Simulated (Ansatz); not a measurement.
# LaLuF2: the cost of one run

Method: DFT PBE, scalar-relativistic, plane waves, PAW, in Ansatz 0.2.0.

### Step 1. The structure to begin with

The structure is tetragonal, space group P4/mmm (No. 123). Conventional cell: a = 3.749 Å, b = 3.749 Å, c = 5.576 Å, α = 90.00°, β = 90.00°, γ = 90.00°. Around La (site symmetry 4/mmm) lie 4 F at 2.65 Å and 2 Lu at 2.79 Å. Lu (site symmetry 4/mmm) is surrounded by 4 F at 2.65 Å and 2 La at 2.79 Å. F (site symmetry 4/mmm) is surrounded by 4 La at 2.65 Å. Around F (site symmetry 4/mmm) lie 4 Lu at 2.65 Å.

Coordinates:

```
CELL_PARAMETERS angstrom
3.74924 0.00000 0.00000
0.00000 3.74924 0.00000
0.00000 0.00000 5.57599
ATOMIC_POSITIONS crystal
La 0.50000 0.50000 0.00000
Lu 0.50000 0.50000 0.50000
F 0.00000 0.00000 0.00000
F 0.00000 0.00000 0.50000
```

A structure generator made this guess: random cell by space group and Wyckoff sites (P4/mmm, No. 123). The dimensions are guesses.

### Step 2. Probe: one point on a coarse mesh

The input, input.yaml:

```yaml
crystal:
  lattice:
    - [3.74924179, 0.0, 0.0]
    - [0.0, 3.74924179, 0.0]
    - [0.0, 0.0, 5.57598594]
  atoms:
    - { symbol: La, position: [0.5, 0.5, 0.0] }
    - { symbol: Lu, position: [0.5, 0.5, 0.5] }
    - { symbol: F, position: [0.0, 0.0, 0.0] }
    - { symbol: F, position: [0.0, 0.0, 0.5] }
basis:
  ecutwfc: 420
kpoints:
  mp_grid: { grid: [4, 4, 4] }
hamiltonian:
  xc: pbe
scf:
  occupations: { method: gaussian, width: 0.1 }
  lower_state_search: "off"
output:
  forces: true
  stress: true
  eigenvalues: true
```

Launch:

```
$ ansatz run input.yaml --threads 1 --pin off --max-ram 2560MiB --backend cpu --events-out ev --progress --plain --runs-dir out
```

What time and memory should one allow on 1 thread of Intel Xeon at 2.70GHz, shared host?

About 4 s, with a peak of 0.4 GiB.
